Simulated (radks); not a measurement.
**Valence configurations of Ti²⁺**

NIST gives [Ar] 3d2 as the ground configuration of Ti²⁺. Does this level of theory agree? Several fillings of the valence shells are run.

Program: radks (a radial shooting solver on a logarithmic mesh, Libxc functionals) version 1. Level of theory: scalar-relativistic Kohn-Sham, PBE, spin-unpolarised, spherical densities, finite nucleus. These are calculated values, not measurements, unless marked.

## 1. Starting point

```
element            : titanium (Z = 22)
charge             : +2
electrons          : 20
configuration      : [Ar] 3d2
nuclear rms radius : 3.5921 fm
others tried       : 3d1 4s1; 3d1 4s0.5 4p0.5; 3d1.5 4p0.5; 4s2; 3d1 4p1; 3d1.5 4s0.5; 3d0.5 4s0.5 4p1; 4s0.5 4p1.5; 4s1 4p1
```

Outer shells as boxes (Hund's rule):

Ti²⁺
```
[Ar] core
3d [↑ ][↑ ][  ][  ][  ]
```

## 2. [Ar] 3d2

The run's settings:

```text
Z 22
configuration [Ar] 3d2
relativity scalar-relativistic
functional pbe,pbe
spin unpolarised
nucleus finite rms 3.5921 fm
c 137.035999084
```

## 3. [Ar] 3d1 4s1

Changes since step 2:

```diff
@@ -1,3 +1,3 @@
 Z 22
-configuration [Ar] 3d2
+configuration [Ar] 3d1 4s1
 relativity scalar-relativistic
```

## 4. [Ar] 3d1 4s0.5 4p0.5

Changes since step 3:

```diff
@@ -1,3 +1,3 @@
 Z 22
-configuration [Ar] 3d1 4s1
+configuration [Ar] 3d1 4s0.5 4p0.5
 relativity scalar-relativistic
```

## 5. [Ar] 3d1.5 4p0.5

The run's settings:

```text
Z 22
configuration [Ar] 3d1.5 4p0.5
relativity scalar-relativistic
functional pbe,pbe
spin unpolarised
nucleus finite rms 3.5921 fm
c 137.035999084
```

## 6. [Ar] 4s2

Changes since step 5:

```diff
@@ -1,3 +1,3 @@
 Z 22
-configuration [Ar] 3d1.5 4p0.5
+configuration [Ar] 4s2
 relativity scalar-relativistic
```

## 7. [Ar] 3d1 4p1

Changes since step 6:

```diff
@@ -1,3 +1,3 @@
 Z 22
-configuration [Ar] 4s2
+configuration [Ar] 3d1 4p1
 relativity scalar-relativistic
```

## 8. [Ar] 3d1.5 4s0.5

Changes since step 7:

```diff
@@ -1,3 +1,3 @@
 Z 22
-configuration [Ar] 3d1 4p1
+configuration [Ar] 3d1.5 4s0.5
 relativity scalar-relativistic
```

## 9. [Ar] 3d0.5 4s0.5 4p1

The run's settings:

```text
Z 22
configuration [Ar] 3d0.5 4s0.5 4p1
relativity scalar-relativistic
functional pbe,pbe
spin unpolarised
nucleus finite rms 3.5921 fm
c 137.035999084
```

## 10. [Ar] 4s0.5 4p1.5

The run's settings:

```text
Z 22
configuration [Ar] 4s0.5 4p1.5
relativity scalar-relativistic
functional pbe,pbe
spin unpolarised
nucleus finite rms 3.5921 fm
c 137.035999084
```

## 11. [Ar] 4s1 4p1

Changes since step 10:

```diff
@@ -1,3 +1,3 @@
 Z 22
-configuration [Ar] 4s0.5 4p1.5
+configuration [Ar] 4s1 4p1
 relativity scalar-relativistic
```

Q: Predict the outcome of this session. Wanted: for each run, valence; E − E(NIST configuration); highest level; its energy; 1s shift.

As calculated:

| valence | E − E(NIST configuration) (eV) | highest level | its energy (eV) | 1s shift (eV) |
| --- | --- | --- | --- | --- |
| 3d2 | 0.000 | 3d | -19.680 | +0.00 |
| 3d1.5 4s0.5 | 1.737 | 4s | -17.916 | -3.10 |
| 3d1.5 4p0.5 | 4.055 | 4p | -13.598 | -3.68 |
| 3d1 4s1 | 4.239 | 4s | -18.973 | -6.53 |
| 3d1 4s0.5 4p0.5 | 6.658 | 4p | -14.432 | -7.10 |
| 3d1 4p1 | 9.085 | 4p | -14.720 | -7.67 |
| 4s2 | 11.891 | 4s | -21.119 | -14.27 |
| 3d0.5 4s0.5 4p1 | 12.654 | 4p | -15.540 | -11.38 |
| 4s1 4p1 | 17.175 | 4p | -16.351 | -15.37 |
| 4s0.5 4p1.5 | 19.830 | 4p | -16.591 | -15.91 |

**Reading.** The NIST configuration is the lowest of those tried, 1.737 eV under 3d1.5 4s0.5. The energies are those of spherical spin-averaged densities, not of single terms. The 1s eigenvalue shifts by up to 15.91 eV as the valence charge is rearranged.
